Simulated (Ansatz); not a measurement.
# Cl3HMoO2: the cost of one run

Method: the settings change from run to run; program: Ansatz 0.2.0, Gaussian basis.

**1. The geometry**

An earlier PBE0-D4 in a triple-zeta def2 set relaxation fixed the geometry. Mo takes a core potential in def2 sets; no spin-orbit term is included.

SMILES `[O]=[Mo]([OH])([Cl])([Cl])[Cl]`, 7 atoms, charge 0, spin multiplicity 1.

Atoms are counted from 1 here; the program's logs count them from 0.

Bond lengths: O1–Mo2 1.641 Å, Mo2–O3 1.853 Å, Mo2–Cl4 2.280 Å, Mo2–Cl5 2.285 Å, Mo2–Cl6 2.310 Å, O3–H7 0.963 Å. Angles: O1–Mo2–O3 101.4°, O1–Mo2–Cl4 108.2°, O1–Mo2–Cl5 101.0°, O1–Mo2–Cl6 109.6°, O3–Mo2–Cl4 89.4°, O3–Mo2–Cl5 157.3°, O3–Mo2–Cl6 84.8°, Cl4–Mo2–Cl5 87.1°, Cl4–Mo2–Cl6 142.1°, Cl5–Mo2–Cl6 84.3°, Mo2–O3–H7 127.6°.

As a file:

```xyz
7
charge 0, multiplicity 1
O    -1.8710   -0.1656    0.3649
Mo   -0.3275    0.0491   -0.1480
O     0.6194   -0.8927    1.1364
Cl    0.1534   -1.5846   -1.6636
Cl   -0.6478    1.4452   -1.9280
Cl    0.5730    1.9210    0.8636
H     1.5618   -0.8404    1.3288
```

**2. CAM-B3LYP/def2-mTZVP**

This run has charge +1, multiplicity 2, D3(BJ) with three-body dispersion, high accuracy.

in.yaml

```yaml
crystal:
  periodic: [false, false, false]
  atoms:
    - {symbol: O, position_ang: [-1.870973, -0.165626, 0.364883]}
    - {symbol: Mo, position_ang: [-0.327458, 0.049140, -0.148016]}
    - {symbol: O, position_ang: [0.619363, -0.892673, 1.136447]}
    - {symbol: Cl, position_ang: [0.153397, -1.584639, -1.663583]}
    - {symbol: Cl, position_ang: [-0.647834, 1.445189, -1.927955]}
    - {symbol: Cl, position_ang: [0.572979, 1.920960, 0.863622]}
    - {symbol: H, position_ang: [1.561826, -0.840352, 1.328804]}
basis:
  gaussian: {orbitals: def2-mTZVP}
total_charge: 1
magnetization: {spin_polarized: true, initial_magnetization: 1}
hamiltonian: {xc: {name: CAM-B3LYP}, dispersion: d3bjatm}
accuracy: high
output: {forces: true}
```

The run is started by

```console
ansatz run in.yaml --threads 4 --pin off --events-out ev --progress --plain --max-ram 11315MiB
```

**Question.** How long does this run take on 4 threads of Arm Neoverse V1, shared host, and how much memory does it need?

About 40 s, with a peak of 1.4 GiB.
